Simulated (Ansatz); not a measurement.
Crystal: SrWO4.

```
CELL_PARAMETERS angstrom
-2.72011 2.72011 5.96993
2.72011 -2.72011 5.96993
2.72011 2.72011 -5.96993
ATOMIC_POSITIONS crystal
W 0.50000 0.50000 0.00000
W 0.25000 0.75000 0.50000
Sr 0.00000 0.00000 0.00000
Sr 0.75000 0.25000 0.50000
O 0.30916 0.43143 0.40660
O 0.18143 0.27482 0.62227
O 0.65256 0.55916 0.37773
O 0.02482 0.90256 0.59340
O 0.72518 0.34744 0.90660
O 0.09744 0.69084 0.12227
O 0.56857 0.97518 0.87773
O 0.44084 0.81857 0.09340
```

The cell is a database's computed one.

* Program: Ansatz 0.2.0
* Task: single point
* Functional: PBEsol
* Potentials or basis: Ansatz PAW
* Cutoff: 420 eV (not typed: the program's choice for these potentials)
* k mesh: 7 × 7 × 7
* Occupations: fermi-dirac, width 0.05 eV
* Spin: no spin polarisation

On this cell: pressure -2.3 GPa; largest force 0.204 eV/Å; band gap on the k mesh 4.40 eV, direct.

The same run follows on a disturbed copy (atoms moved at random, drawn with an rms of 0.05 Å):

```
W Sr O
1.0
    -2.72011    2.72011    5.96993
     2.72011   -2.72011    5.96993
     2.72011    2.72011   -5.96993
W Sr O
2 2 8
Direct
  0.50628 0.49814 0.00202
  0.24898 0.74788 0.49629
  0.00131 0.99357 0.00007
  0.74978 0.25520 0.50017
  0.30360 0.43483 0.40391
  0.17817 0.27791 0.62063
  0.65238 0.56210 0.38274
  0.02411 0.90090 0.59624
  0.71669 0.34469 0.89648
  0.10024 0.69321 0.13060
  0.56093 0.97196 0.87189
  0.44593 0.82082 0.09570
```

Q: What does the disturbed cell give?

A: The energy moves by +14.7 meV/atom; pressure -0.5 GPa; largest force 2.719 eV/Å; band gap on the k mesh 4.35 eV, direct.

Forces in eV/Å, atoms in the order of the input:
```
W    1.872 -1.708 -0.985
W    1.964  0.005 -1.743
Sr   0.004 -0.021  0.229
Sr  -0.202  0.069 -0.188
O   -0.915  0.468 -0.539
O    0.364  0.798  0.553
O   -0.455 -0.330  0.401
O   -0.555  0.105  0.460
O   -0.879  0.691  0.598
O   -0.836 -1.463  1.055
O    0.422  0.882  0.836
O   -0.784  0.506 -0.678
```

Stress tensor (GPa, compression positive):
```
-0.78  0.32 -0.79
 0.32  0.03 -0.65
-0.79 -0.65 -0.67
```

Caveats: odd divisions of the mesh miss points on the zone boundary, where band edges often lie, so the gap on the mesh can be too wide; spin-orbit coupling is left out, which moves the levels of the heavy elements; the PAW data sets come from PBE, with cores solved anew for the run's functional, which leaves a small shift of forces and pressure.

A k mesh can miss the band edges.
